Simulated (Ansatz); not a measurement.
# C2HF2 (SMILES [CH]=C(F)F): UPBE/aug-cc-pVDZ

What is the electronic atomisation energy of C2HF2 at UPBE/aug-cc-pVDZ? 

The results are computed with Ansatz 0.2.0.

39 further runs of the same task are left out: 39 set aside as unsound or not needed.

### 1 The structure to begin with

C2HF2: 5 atoms, total charge 0, spin state doublet. As SMILES, `[CH]=C(F)F`. The coordinates come from a PBE0-D4/def2-TZVP relaxation.

Bond lengths: C1–C2 1.301 Å, C2–F3 1.313 Å, C2–F4 1.320 Å, C1–H5 1.072 Å. Angles: C1–C2–F3 125.0°, C1–C2–F4 125.4°, F3–C2–F4 109.6°, C2–C1–H5 140.6°.

### 2 A single-point energy at UPBE/aug-cc-pVDZ

Input file job.yaml:

```yaml
crystal:
  periodic: [false, false, false]
  atoms:
    - {symbol: C, position_ang: [-0.028200, 0.912700, -0.014900]}
    - {symbol: C, position_ang: [0.163600, -0.366100, 0.124600]}
    - {symbol: F, position_ang: [1.043800, -0.911700, 0.932500]}
    - {symbol: F, position_ang: [-0.492600, -1.313200, -0.520300]}
    - {symbol: H, position_ang: [-0.636600, 1.604500, -0.563400]}
basis:
  gaussian:
    orbitals: aug-cc-pVDZ
magnetization:
  spin_polarized: true
  initial_magnetization: 1
hamiltonian:
  xc: {name: PBE}
accuracy: high
output: {orbitals: {seedname: orbitals}}
```

Command:

```
$ ansatz run job.yaml --threads 1 --pin off --max-ram 3480MiB --events-out events.jsonl --progress --plain --runs-dir runs
```

Log:

```text
Warning: RAYON_NUM_THREADS=1 ignored (pool sized by the plan → 1); use --threads N
Functional definition: PBE
  name "PBE"
  parameter kappa = 0.804
  parameter beta = 0.06672455060314922
  exchange = pbe_x(kappa = kappa, mu = beta*pi^2/3)
  correlation = pbe_c(beta = beta)
1989 factors; integrals over basis functions are off by at most 2.4e-9 eV
mean field evaluation 1: about -7508.6217 eV, gradient 3.2e1 eV
mean field evaluation 2: about -7501.7842 eV, gradient 4.3e1 eV
mean field evaluation 4: about -7513.7849 eV, gradient 2.4e0 eV
mean field evaluation 8: about -7513.8056 eV, gradient 9.8e-2 eV
mean field evaluation 16: about -7513.8057 eV, gradient 4.1e-5 eV
mean field -7513.80569137 eV, -276.1272661174 hartree, gradient 4.6e-8 eV, S^2 0.757205; 0 other end points of the search recorded, 0 dependent functions left out
reference -7513.80569705 eV, -276.1272663263 hartree; 16, 15 occupied and 85, 86 virtual orbitals, 1989 factors
Total energy: -7513.80569705 eV, -276.1272663263 hartree
```

Wall time 8.1 s (1 thread of Arm Neoverse V2, shared host); peak memory 0.29 GiB.

### 3 The C atom, same level

Input file job.yaml:

```yaml
crystal:
  periodic: [false, false, false]
  atoms:
    - {symbol: C, position_ang: [0.000000, 0.000000, 0.000000]}
basis:
  gaussian: {orbitals: aug-cc-pVDZ}
magnetization: {spin_polarized: true, initial_magnetization: 2}
total_charge: 0
accuracy: high
hamiltonian: {xc: pbe}
```

Run the same way, it converges to -37.79112 Eh (log not shown).

### 4 The F atom

Input file input.yaml:

```yaml
crystal:
  periodic: [false, false, false]
  atoms:
    - {symbol: F, position_ang: [0.000000, 0.000000, 0.000000]}
basis:
  gaussian: {orbitals: aug-cc-pVDZ}
magnetization: {spin_polarized: true, initial_magnetization: 1}
hamiltonian: {xc: pbe}
accuracy: high
```

Command:

```
$ ansatz run input.yaml --threads 1 --pin off --max-ram 3480MiB --events-out events.jsonl --progress --plain --runs-dir runs
```

Log (excerpt; [...] marks lines left out):

```text
Warning: RAYON_NUM_THREADS=1 ignored (pool sized by the plan → 1); use --threads N
[... 6 set-up lines as earlier in the session ...]
199 factors; integrals over basis functions are off by at most 2.8e-9 eV
mean field evaluation 1: about -2711.2251 eV, gradient 5.7e0 eV
mean field evaluation 2: about -2711.2444 eV, gradient 5.0e0 eV
mean field evaluation 4: about -2711.3224 eV, gradient 8.9e-3 eV
mean field evaluation 8: about -2711.3222 eV, gradient 1.4e-4 eV
mean field evaluation 16: about -2711.3216 eV, gradient 1.6e-1 eV
mean field evaluation 32: about -2711.3222 eV, gradient 1.8e-8 eV
mean field -2711.32222361 eV, -99.6392539175 hartree, gradient 9.5e-9 eV, S^2 0.751260; 5 other end points of the search recorded, 0 dependent functions left out
reference -2711.32222591 eV, -99.6392540021 hartree; 5, 4 occupied and 18, 19 virtual orbitals, 199 factors
Total energy: -2711.32222591 eV, -99.6392540021 hartree
```

Run time: 0.89 s. Hardware: 1 thread of Arm Neoverse V2, shared host.

### 5 The H atom at the same level

Input file job.yaml:

```yaml
crystal:
  periodic: [false, false, false]
  atoms:
    - {symbol: H, position_ang: [0.000000, 0.000000, 0.000000]}
basis:
  gaussian: {orbitals: aug-cc-pVDZ}
magnetization: {spin_polarized: true, initial_magnetization: 1}
hamiltonian: {xc: pbe}
accuracy: high
```

Run the same way, it converges to -0.49922 Eh (log not shown).

### 6 Outcome

At UPBE/aug-cc-pVDZ:

| quantity | value |
| --- | --- |
| molecule: total energy | -276.12727 Eh |
| molecule: HOMO energy (highest over α and β) | -6.53 eV |
| molecule: LUMO energy (lowest over α and β) | -4.42 eV |
| molecule: ⟨S²⟩ | 0.757 |
| C atom: total energy | -37.79112 Eh |
| C atom: ⟨S²⟩ | 2.003 |
| F atom: total energy | -99.63925 Eh |
| F atom: ⟨S²⟩ | 0.751 |
| H atom: total energy | -0.49922 Eh |
| H atom: ⟨S²⟩ | 0.750 |
| electronic atomisation energy | 20.879 eV |

In words: Taking the molecule apart into free atoms costs 20.88 eV (481 kcal/mol), before zero-point energy and without spin-orbit coupling.
